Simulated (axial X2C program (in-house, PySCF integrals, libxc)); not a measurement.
# A two-component session on CoB: properties at the nuclei

Wanted for CoB: properties at the nuclei, at the two-component level.

Program: an in-house X2C program for linear molecules on PySCF integrals. Level of theory: two-component X2C with atomic mean-field terms, Co dyall-cv3z, B dyall-v3z. These are calculated values, not measurements.

### 1 The job

task.json reads:

```json
{"zs": [27, 5], "q": 0, "bas": ["dyall-cv3z", "dyall-v3z"], "r0": 1.96, "levels": ["PBE0", "HF", "r2SCAN", "TPSSh", "B3LYP"], "nst": 3}
```

Keys: zs atomic numbers; q charge; bas basis sets; r0 starting distance in Å; levels methods (HF also brings MP2); nst determinants followed.

Started as:

```sh
$ python soeom.py task.json out
```

After this run come: Expectation values, lowest determinant; Expectation values, a higher determinant; Expectation values, a higher determinant.

Before running it: what results should come out? Wanted: lowest determinant; Eeff magnitude; Ws magnitude Co; A∥/gI Co; qzz Co; higher determinant (for each run or level that gives them).

**Answer**, as computed:

| quantity | value |
| --- | --- |
| lowest determinant | Ω = 3 (excess of +ω over −ω: ω = 1/2, ω = 5/2) |
| Eeff magnitude (GV/cm), PBE0 | 0.215 |
| Ws magnitude Co (kHz), PBE0 | 0.0383 |
| A∥/gI Co (MHz), PBE0 | 811 |
| qzz Co (a.u.), PBE0 | -0.69 |
| higher determinant | Ω = 2 (excess of +ω over −ω: ω = -1/2, ω = 5/2) |
| Eeff magnitude (GV/cm), PBE0, higher determinant | 0.449 |
| Ws magnitude Co (kHz), PBE0, higher determinant | 0.0652 |
| A∥/gI Co (MHz), PBE0, higher determinant | -49.9 |
| qzz Co (a.u.), PBE0, higher determinant | -0.65 |
| higher determinant | Ω = 1 (excess of +ω over −ω: ω = -1/2, ω = 3/2) |
| Eeff magnitude (GV/cm), PBE0, higher determinant | 0.214 |
| Ws magnitude Co (kHz), PBE0, higher determinant | 0.114 |
| A∥/gI Co (MHz), PBE0, higher determinant | -343 |
| qzz Co (a.u.), PBE0, higher determinant | -0.73 |

In words: In the first state, the effective field runs from 0.215 to 1.28 GV/cm over the mean-field levels, so the levels don't agree on it. The expectation values come from single determinants, which for open shells can mix terms of unlike spin or miss the lowest Ω, so a determinant need not be a state. Eeff is the effective electric field on the electron dipole moment in this Ω state and Ws the scalar–pseudoscalar constant (defined with the proton number Z and per Ω); A∥ is the parallel hyperfine constant, which follows by multiplying with the nuclear g factor gI = μI/(I μN); qzz is the electric field gradient, eQq0 = 234.96 MHz × Q/barn × qzz; μ is positive if B is the positive end. The operators were transformed with the bare-nucleus X2C matrices. A second determinant lies within 0.1 eV of the first, so their order is not settled at this level.
